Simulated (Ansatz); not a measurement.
This script for Ansatz's Python interface starts 3 runs on LiPb, space group Pm-3m. What input does the engine get in each?

`lipb.py`:
```python
'''One structure of LiPb under several functionals.'''

import warnings

import ansatz as az
import numpy as np

warnings.simplefilter('ignore', az.DeckWarning)

vectors = np.array([
    [3.522, 0.0, 0.0],
    [0.0, 3.522, 0.0],
    [0.0, 0.0, 3.522],
])
crystal = (
    az.Lattice.of(vectors)
    .atom('Li', (0.5, 0.5, 0.5))
    .atom('Pb', (0.0, 0.0, 0.0))
)

base = (
    crystal.calculation()
    .kpoints(8, 8, 8)
    .occupations('Fermi-Dirac', width=0.1)
)

rows = []
for value in ['blyp', 'pbesol', 'lda']:
    report = base.functional(value).run(threads=1, pin='off').report
    rows.append((value, report['free_energy_ev'] / len(report['lattice']['sites']), report['n_iterations'], report['n_kpoints']))

print('  functional   F/atom (eV)    iterations      k-points')
for row in rows:
    print(f'{str(row[0]):>12s}  {row[1]:12.5f}  {row[2]:12d}  {row[3]:12d}')
```

Run 1:
```yaml
crystal:
  lattice:
    - [3.522, 0.0, 0.0]
    - [0.0, 3.522, 0.0]
    - [0.0, 0.0, 3.522]
  atoms:
    - { symbol: Li, position: [0.5, 0.5, 0.5] }
    - { symbol: Pb, position: [0.0, 0.0, 0.0] }
kpoints:
  mp_grid:
    grid: [8, 8, 8]
hamiltonian:
  xc: blyp
scf:
  occupations:
    method: fermi_dirac
    width: 0.1
```

Run 2, against run 1:
```diff
-  xc: blyp
+  xc: pbesol
```

Run 3, against run 1:
```diff
-  xc: blyp
+  xc: lda
```

```console
$ python lipb.py
  functional   F/atom (eV)    iterations      k-points
        blyp   -6070.07527             7            35
      pbesol   -5979.26126             7            35
         lda   -5902.31675             6            35
```

Notes:
- BLYP can be off by several per cent in the lattices of metals, and by several GPa in the pressure at a fixed cell.
- For a metal this k-point mesh is coarse: on a finer one energies can move by several to tens of meV an atom and pressures by half a GPa or more, differences at one mesh by less.
- Spin-orbit coupling, which matters for elements this heavy, is left out.
- The structure is a deposited one; some such entries were measured under pressure or heat, so a shift against it needn't be the functional's error alone.
- Total energies of different functionals can't be compared; pressures, moments and gaps at this one structure can.
- It ran for 3 s on 1 thread of Arm Neoverse V2, on a shared host, peak memory 0.27 GiB.
